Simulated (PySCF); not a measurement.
# H7PPbSi: the cost of one run

Computed with PySCF 2.14.0 and routines of our own; the level stands in each step. Atoms count from 0.

## Step 1: The starting structure

10 atoms, charge 0, multiplicity 1; geometry from: GFN2-xTB.

## Step 2: Relaxing the molecule at PBE0-D3(BJ)/def2-SVP

Job settings and geometry (Å):

```
{"job": {"xc": "PBE0", "basis": "def2-SVP", "d3": "d3bj", "grid": 1, "maxiter": 30, "shake": 0.01, "kind": "geom"}, "charge": 0, "multiplicity": 1}
P      2.133350     0.717730     0.811630
Si     0.602880    -0.727890     0.037140
Pb    -1.822400     0.110760     0.512340
H      3.196840     0.181300     0.096680
H      1.877370     1.694410    -0.179700
H      0.680970    -1.019750    -1.398680
H      0.807170    -1.980750     0.771160
H     -3.018800    -0.979940    -0.076790
H     -2.214660     1.659170    -0.192950
H     -2.192280     0.324030     2.226860
```

Launch:

```sh
OMP_NUM_THREADS=1 python heavy_run.py task.json out
```

The driver reads the jobs from task.json and runs them one after another.

Q: Estimate the wall time and peak memory of this first job on 1 thread of Arm Neoverse V1, shared host.

About 30 s, with a peak of 0.42 GiB.
